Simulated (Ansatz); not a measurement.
# CH3GeN: the cost of one run

Computed with Ansatz 0.2.0 through its Python package. Level of theory: CASSCF/def2-SVP.

**1. The system**

Bond lengths: C1–N2 1.455 Å, C1–Ge3 1.845 Å, N2–Ge3 1.748 Å, C1–H4 1.066 Å, Ge3–H5 1.566 Å, Ge3–H6 1.573 Å. Angles: C1–N2–Ge3 69.6°, N2–C1–Ge3 62.7°, N2–C1–H4 152.3°, Ge3–C1–H4 145.0°, C1–Ge3–N2 47.7°, C1–Ge3–H5 104.2°, C1–Ge3–H6 104.4°, N2–Ge3–H5 117.2°, N2–Ge3–H6 117.3°, H5–Ge3–H6 124.5°.

The script holds or builds the structure itself.

**2. The code**

File cas.py:

```python
# -*- coding: utf-8 -*-
"""Static correlation in CH3GeN: natural occupations of an active space."""

import ansatz as az

GEOMETRY = """
C     0.20850   -1.00330    0.12330
N    -1.20570   -0.75870   -0.11550
Ge   -0.31710    0.74680   -0.12990
H     1.03850   -1.65000    0.29610
H     0.36650    1.16150   -1.47630
H    -0.04870    1.43960    1.25620
"""

geometry = az.Crystal.molecule()
for line in GEOMETRY.strip().splitlines():
    symbol, *xyz = line.split()
    geometry = geometry.atom(symbol, [float(v) for v in xyz])

calculation = (
    geometry.calculation()
    .basis(gaussian="def2-SVP")
    .correlation(active_electrons=6, active_orbitals=6)
)
for method in [None]:
    rep = (calculation if method is None else calculation.correlation(method)).run(threads=1, pin="off").report
    space = rep["configurations"]
    state = space["states"][0]
    print(method or "casscf", f"total {rep['free_energy_ev'] / 27.211386246:.6f} Ha, active-space state {state['energy']['hartree']:.6f} Ha, mean field {rep['reference_energy_ev'] / 27.211386246:.6f} Ha")
    print("  determinants", state["n_determinants"], " natural occupations", [round(n, 3) for n in space["natural_occupations"]])
print("effectively unpaired electrons, sum of min(n, 2 - n):", round(sum(min(n, 2 - n) for n in space["natural_occupations"]), 3))
```

**3. The calls as engine input**

The engine receives this input:

```yaml
crystal:
  periodic: [false, false, false]
  atoms:
    - { symbol: C, position_ang: [0.2085, -1.0033, 0.1233] }
    - { symbol: "N", position_ang: [-1.2057, -0.7587, -0.1155] }
    - { symbol: Ge, position_ang: [-0.3171, 0.7468, -0.1299] }
    - { symbol: H, position_ang: [1.0385, -1.65, 0.2961] }
    - { symbol: H, position_ang: [0.3665, 1.1615, -1.4763] }
    - { symbol: H, position_ang: [-0.0487, 1.4396, 1.2562] }
basis:
  gaussian:
    orbitals: def2-SVP
correlation:
  active_space:
    window:
      electrons: 6
      orbitals: 6
```

**4. The run**

The run is started by

```bash
python cas.py
```

Q: Estimate wall time and peak memory on 1 thread of Arm Neoverse V2, shared host.

About 4.3 s, with a peak of 0.21 GiB.
